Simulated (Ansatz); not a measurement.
# Hf2Pd2Se2Br2O3 (P1) in Ansatz: reference runs, part 2 of 2

Ansatz 0.2.0. Earlier steps stand in the parts before.

### Step 3. Single point, PBE (atoms moved at random, drawn with an rms of 0.05 Å)

The input, input.yaml:

```yaml
crystal:
  lattice:
    - [5.76069, 0.00496, -0.00286]
    - [-0.5275, 5.84664, 0.03413]
    - [-1.48435, -0.92642, 6.64586]
  atoms:
    - { symbol: Hf, position: [0.74072, 0.398094, 0.344499] }
    - { symbol: Hf, position: [0.281434, 0.448449, 0.590433] }
    - { symbol: Pd, position: [0.907191, 0.124753, 0.84565] }
    - { symbol: Pd, position: [0.252963, 0.901217, 0.360051] }
    - { symbol: Se, position: [0.636909, 0.395672, 0.93956] }
    - { symbol: Se, position: [0.633283, 0.782152, 0.526311] }
    - { symbol: Br, position: [0.850218, 0.98976, 0.154957] }
    - { symbol: Br, position: [0.229116, 0.812875, 0.861031] }
    - { symbol: O, position: [0.958997, 0.295375, 0.597574] }
    - { symbol: O, position: [0.429953, 0.248392, 0.404303] }
    - { symbol: O, position: [0.072812, 0.588415, 0.36556] }
hamiltonian:
  xc: pbe
  pseudopotentials: { kind: paw }
kpoints:
  mp_grid: { grid: [5, 5, 4] }
scf:
  occupations: { method: fermi_dirac, width: 0.05 }
output:
  forces: true
  stress: true
  eigenvalues: true
  write_density: true
  write_potential: true
  elf: true
  volumetric_format: npy
```

Potentials or basis: Ansatz PAW.

Started as:

```sh
ansatz run input.yaml --threads 8 --pin off --max-ram 20480MiB --backend cpu --events-out ev --progress --plain --runs-dir out
```

Standard output:

```text
Warning: RAYON_NUM_THREADS=8 ignored (pool sized by the plan → 8); use --threads N
Engine: ansatz 0.2.0, aarch64-unknown-linux-gnu
Pseudopotentials: kind: paw
Pseudopotential: Hf, paw, valence charge 26, recommended cutoff 420 eV (normal), Hf.paw.azcp
Pseudopotential: Pd, paw, valence charge 18, recommended cutoff 420 eV (normal), Pd.paw.azcp
Pseudopotential: Se, paw, valence charge 16, recommended cutoff 420 eV (normal), Se.paw.azcp
Pseudopotential: Br, paw, valence charge 7, recommended cutoff 420 eV (normal), Br.paw.azcp
[... 77 lines left out ...]
       -0.412472       0.496646      -0.441721
  P = ⅓ Tr σ = -0.1873 GPa (-1.873 kbar)
--- Band table (eV; the first three rows and the last of 51) ---
  k-point 0: bands = ["-74.6200", "-74.4380", "-53.0385", "-52.8956", "-40.6846", "-40.6303", "-40.4848", "-40.4202", "-39.7711", "-39.6490", "-37.5846", "-37.5595", "-37.5392", "-37.4534", "-37.4528", "-37.4491", "-37.4290", "-37.3760", "-37.2713", "-37.2697", "-21.9607", "-21.7557", "-21.7395", "-21.6630", "-21.6290", "-21.5220", "-9.2401", "-8.7202", "-8.5005", "-6.3889", "-4.9165", "-3.0773", "-2.9674", "-2.9557", "-2.9549", "-2.9457", "-2.9224", "-2.9065", "-2.8494", "-2.8222", "-2.8090", "-2.7854", "-2.7783", "-2.7674", "-2.7549", "-2.6824", "-2.5205", "2.9901", "3.6137", "3.7097", "4.1576", "4.4997", "4.6300", "4.8001", "4.9301", "5.0193", "5.1035", "5.5487", "5.6928", "5.9735", "6.2417", "6.4138", "6.7338", "6.9427", "7.2017", "7.4789", "7.6561", "7.8123", "7.9390", "8.0476", "8.2749", "8.3372", "8.6039", "8.7792", "9.1294", "9.2193", "9.9135", "10.0365", "12.1343", "12.5264", "12.5577", "12.7792", "12.8550", "13.1594", "13.3583", "13.9116", "14.6607", "14.7382", "15.2764", "15.9358", "16.2996", "16.5148"]
  k-point 1: bands = ["-74.6200", "-74.4380", "-53.0385", "-52.8956", "-40.6846", "-40.6303", "-40.4848", "-40.4202", "-39.7711", "-39.6490", "-37.5846", "-37.5595", "-37.5392", "-37.4534", "-37.4528", "-37.4491", "-37.4290", "-37.3760", "-37.2713", "-37.2697", "-21.9606", "-21.7557", "-21.7393", "-21.6631", "-21.6291", "-21.5222", "-9.2368", "-8.7196", "-8.5001", "-6.3928", "-4.9192", "-3.0719", "-2.9678", "-2.9595", "-2.9550", "-2.9466", "-2.9230", "-2.9066", "-2.8547", "-2.8220", "-2.8086", "-2.7855", "-2.7786", "-2.7674", "-2.7547", "-2.6908", "-2.5122", "2.9527", "3.4921", "3.9033", "4.0803", "4.4830", "4.6445", "4.8729", "4.9544", "5.0044", "5.2558", "5.5215", "5.6509", "5.9272", "6.4038", "6.5191", "6.6273", "6.8808", "7.1425", "7.4152", "7.5770", "7.7634", "7.9078", "8.1107", "8.3277", "8.3790", "8.4927", "8.7858", "9.0346", "9.2282", "9.7347", "10.2391", "12.1378", "12.4950", "12.7039", "12.7811", "13.0266", "13.1756", "13.5190", "14.0168", "14.5657", "14.9008", "15.1700", "15.6560", "16.1412", "16.3669"]
  k-point 2: bands = ["-74.6200", "-74.4380", "-53.0385", "-52.8956", "-40.6846", "-40.6303", "-40.4848", "-40.4202", "-39.7711", "-39.6490", "-37.5846", "-37.5595", "-37.5392", "-37.4534", "-37.4528", "-37.4491", "-37.4290", "-37.3760", "-37.2713", "-37.2697", "-21.9604", "-21.7557", "-21.7391", "-21.6632", "-21.6293", "-21.5224", "-9.2335", "-8.7191", "-8.4997", "-6.3968", "-4.9220", "-3.0656", "-2.9690", "-2.9644", "-2.9550", "-2.9472", "-2.9235", "-2.9067", "-2.8599", "-2.8219", "-2.8083", "-2.7856", "-2.7789", "-2.7674", "-2.7544", "-2.6982", "-2.5042", "2.9072", "3.4405", "3.9502", "4.1733", "4.3886", "4.6697", "4.8734", "4.9674", "5.1267", "5.3581", "5.5902", "5.6284", "5.8270", "6.3179", "6.5772", "6.6150", "6.8980", "7.1638", "7.3574", "7.5305", "7.7090", "7.8889", "8.1108", "8.2465", "8.3500", "8.4869", "8.9248", "8.9704", "9.1894", "9.6342", "10.3517", "12.2239", "12.3704", "12.6848", "12.8546", "13.0130", "13.2058", "13.9484", "14.2840", "14.4220", "15.0247", "15.2761", "15.3446", "16.0292", "16.2416"]
  k-point 50: bands = ["-74.6200", "-74.4380", "-53.0382", "-52.8959", "-40.6845", "-40.6303", "-40.4848", "-40.4202", "-39.7711", "-39.6490", "-37.5846", "-37.5595", "-37.5392", "-37.4534", "-37.4528", "-37.4491", "-37.4290", "-37.3760", "-37.2713", "-37.2697", "-21.9278", "-21.7939", "-21.7417", "-21.6648", "-21.5958", "-21.5483", "-9.0711", "-8.7768", "-8.6046", "-6.3708", "-4.9202", "-3.0800", "-2.9691", "-2.9591", "-2.9545", "-2.9466", "-2.9273", "-2.9088", "-2.8652", "-2.8230", "-2.8136", "-2.7856", "-2.7767", "-2.7678", "-2.7595", "-2.7197", "-2.5350", "3.0410", "3.6015", "3.7711", "4.2020", "4.4681", "4.5751", "4.7079", "4.8419", "5.1122", "5.3802", "5.5725", "5.7160", "6.0317", "6.2442", "6.5912", "6.7103", "6.9228", "7.1060", "7.1510", "7.4587", "7.7408", "7.8763", "7.9616", "8.1395", "8.3219", "8.5538", "8.6656", "9.0430", "9.2196", "10.2594", "10.5434", "11.9468", "12.2491", "12.5001", "12.8797", "13.1252", "13.5871", "13.8019", "14.4350", "14.8345", "15.0802", "15.4789", "15.8747", "16.2967", "16.4637"]
```

rho_z.tsv:

```text
# z_ang	rho[e/angstrom^3]
# format = ansatz-planar-average/11
# lattice	5.760690000	0.004960000	-0.002860000
# lattice	-0.527500000	5.846640000	0.034130000
# lattice	-1.484350000	-0.926420000	6.645860000
# sites	11
# site	72	3.545706621	2.012035512	2.300960613
# site	72	0.508287958	2.076326834	3.938435721
# site	46	3.904998337	-0.049541526	5.621734763
# site	46	0.447407755	4.936787610	2.422883601
# site	34	2.065682441	1.446083636	6.255866947
# site	34	2.454332132	4.088517216	3.522672881
# site	35	4.145733507	5.647432224	1.061171413
# site	35	-0.386996677	3.956047566	5.749379634
# site	8	4.481665149	1.178103410	3.978731561
# site	8	1.745672010	1.079836785	2.694189089
# site	8	-0.433560538	3.101949728	2.449334943
0.000000	3.343322e-1
0.143174	2.375896e-1
0.286347	1.958327e-1
0.429521	1.815458e-1
0.572695	1.757088e-1
0.715868	1.704022e-1
[... 40 lines left out ...]
6.585989	7.092161e-1
6.729162	5.040572e-1
```

v_z.tsv:

```text
# z_ang	v_es[eV]	v_tot[eV]
# format = ansatz-planar-average/11
# xc	pbe
# density_cutoff_ev	1680
# datasets	Hf=:simpson_from_first_knot:soft	Pd=:simpson_from_first_knot:soft	Se=:simpson_from_first_knot:soft	Br=:simpson_from_first_knot:soft	O=:simpson_from_first_knot:soft
# lattice	5.760690000	0.004960000	-0.002860000
# lattice	-0.527500000	5.846640000	0.034130000
# lattice	-1.484350000	-0.926420000	6.645860000
# sites	11
# site	72	3.545706621	2.012035512	2.300960613
# site	72	0.508287958	2.076326834	3.938435721
# site	46	3.904998337	-0.049541526	5.621734763
# site	46	0.447407755	4.936787610	2.422883601
# site	34	2.065682441	1.446083636	6.255866947
# site	34	2.454332132	4.088517216	3.522672881
# site	35	4.145733507	5.647432224	1.061171413
# site	35	-0.386996677	3.956047566	5.749379634
# site	8	4.481665149	1.178103410	3.978731561
# site	8	1.745672010	1.079836785	2.694189089
# site	8	-0.433560538	3.101949728	2.449334943
0.000000	1.047989e1	1.910858e0
0.143174	1.081726e1	2.637557e0
0.286347	1.081739e1	2.952828e0
0.429521	1.053251e1	2.912546e0
0.572695	1.003872e1	2.558954e0
0.715868	9.412326e0	1.915643e0
[... 40 lines left out ...]
6.585989	8.333901e0	-1.183280e0
6.729162	9.673988e0	6.424185e-1
```

Run time: 29 s. Hardware: 8 threads of Arm Neoverse V1, shared host; peak memory 1.5 GiB.

What came out:

```yaml
Free_energy: -63603.1684 eV
Pressure: -0.2 GPa
Largest_force: 0.671 eV/Å
Band_gap_on_the_k_mesh: 0.17 eV, indirect (least direct gap 0.44 eV)
```

Forces in eV/Å, atoms in the order of the input:
```
Hf   0.241 -0.133  0.433
Hf   0.125  0.409  0.153
Pd  -0.062  0.029  0.245
Pd   0.083  0.372 -0.054
Se  -0.127  0.148 -0.331
Se  -0.382 -0.008  0.049
Br   0.181 -0.089 -0.037
Br  -0.032  0.079  0.056
O   -0.059  0.059 -0.666
O    0.047 -0.261 -0.054
O   -0.014 -0.604  0.205
```

Stress tensor (GPa, compression positive):
```
-0.30 -0.09 -0.41
-0.09  0.17  0.50
-0.41  0.50 -0.44
```

Levels at points of the mesh, in eV from the valence-band top:
```csv
k point,band 74,band 75,band 76,band 77,band 78,band 79
"(0.00, 0.00, 0.00)",-0.69,-0.34,-0.25,0.45,0.57,2.67
"(0.00, 0.00, -0.50)",-0.54,-0.50,-0.28,0.17,0.88,2.76
```

Caveat: odd divisions of the mesh miss points on the zone boundary, where band edges often lie, so the gap on the mesh can be too wide; spin-orbit coupling is left out, which moves the levels of the heavy elements.
